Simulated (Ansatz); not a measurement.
# Os (hcp type): how the settings move a single-point run

Aim: see which settings change the result for Os (hcp type), by how much, and at what cost.

Program: Ansatz 0.2.0. Level of theory: reference: DFT, LDA, all-electron LAPW, scalar-relativistic. These are calculated values, not measurements.

2 further runs of the same task are left out: 2 that didn't finish. Runs told in other sessions of the task aren't counted.

### Step 1. The starting structure

Symmetry: P6_3/mmc, No. 194, hexagonal system. The conventional cell has a = 2.731 Å, b = 2.731 Å, c = 4.424 Å, α = 90.00°, β = 90.00°, γ = 120.00°. Os (site symmetry -6m2) has 12 Os at 2.72 to 2.73 Å in its first shell of neighbours.

As a file:

```
CELL_PARAMETERS angstrom
2.73060 0.00000 0.00000
-1.36530 2.36477 0.00000
0.00000 0.00000 4.42357
ATOMIC_POSITIONS crystal
Os 0.33333 0.66667 0.25000
Os 0.66667 0.33333 0.75000
```

### Step 2. Reference

File input.yaml:

```yaml
crystal:
  lattice:
    - [2.7305981567, 0.0, 0.0]
    - [-1.3652990784, 2.3647673712, 0.0]
    - [0.0, 0.0, 4.4235690139]
  atoms:
    - { symbol: Os, position: [0.3333333333, 0.6666666667, 0.25] }
    - { symbol: Os, position: [0.6666666667, 0.3333333333, 0.75] }
kpoints:
  mp_grid: { grid: [13, 13, 7] }
scf:
  occupations: { method: fermi_dirac, width: 0.05 }
hamiltonian:
  xc: lda
  pseudopotentials: { kind: all_electron, lapw: { basis_error: 0.001 } }
output:
  forces: true
  stress: true
  eigenvalues: true
  populations: true
```

Command:

```console
$ ansatz run input.yaml --threads 1 --pin off --max-ram 2048MiB --backend cpu --events-out ev --progress --plain --runs-dir out
```

### Step 3. Variant: scf.algorithm density_mixing, hubbard.sites [{species: Os, l: d, u_eff: 1.0}], hubbard.double_counting fll

input.yaml: that of step 2 with these lines changed.

```diff
@@ -12,2 +12,3 @@
   occupations: { method: fermi_dirac, width: 0.05 }
+  algorithm: density_mixing
 hamiltonian:
@@ -15,2 +16,3 @@
   pseudopotentials: { kind: all_electron, lapw: { basis_error: 0.001 } }
+  hubbard: { sites: [{ species: Os, l: d, u_eff: 1.0 }], double_counting: fll }
 output:
```

Q: Predict the outcome of this session. Wanted: for each run, ending; energy change; pressure; gap; force.

The runs gave:

```csv
run,ending,energy change,pressure (GPa),gap (eV),force (eV/Å),cycles,time
reference,converged,0,-17.1,0.00,0.00,8,44 s
"1: scf.algorithm density_mixing, hubbard.sites [{species: Os, l: d, u_eff: 1.0}], hubbard.double_counting fll",converged,+1.07 eV/atom (Hubbard term changed: no physical gain or loss),-17.9,0.00,0.00,8,52 s
```

Residual by cycle in the longest SCF loop of each run; runs are numbered as in the table. The quantity is the density residual dr2, in eV.

```csv
cycle,reference,run 1
1,0.082,0.0781
2,0.0157,0.0151
3,0.0086,0.00796
4,0.00335,0.00259
5,2.8e-4,4.8e-4
6,1.0e-5,1.1e-5
7,9.2e-7,1.2e-6
8,5.4e-8,5.5e-8
```

Changing the solver, Hubbard U and double counting of the Hubbard term moves the energy by +1.07 eV/atom, and the pressure goes from -17.1 to -17.9 GPa. The U term adds an energy of its own, so the shift says nothing about which run is better. A changed U is a change of model: its shifts are not errors of convergence. The structure is not at rest: the sound run finds -17 GPa, so these are no properties of the relaxed crystal. 
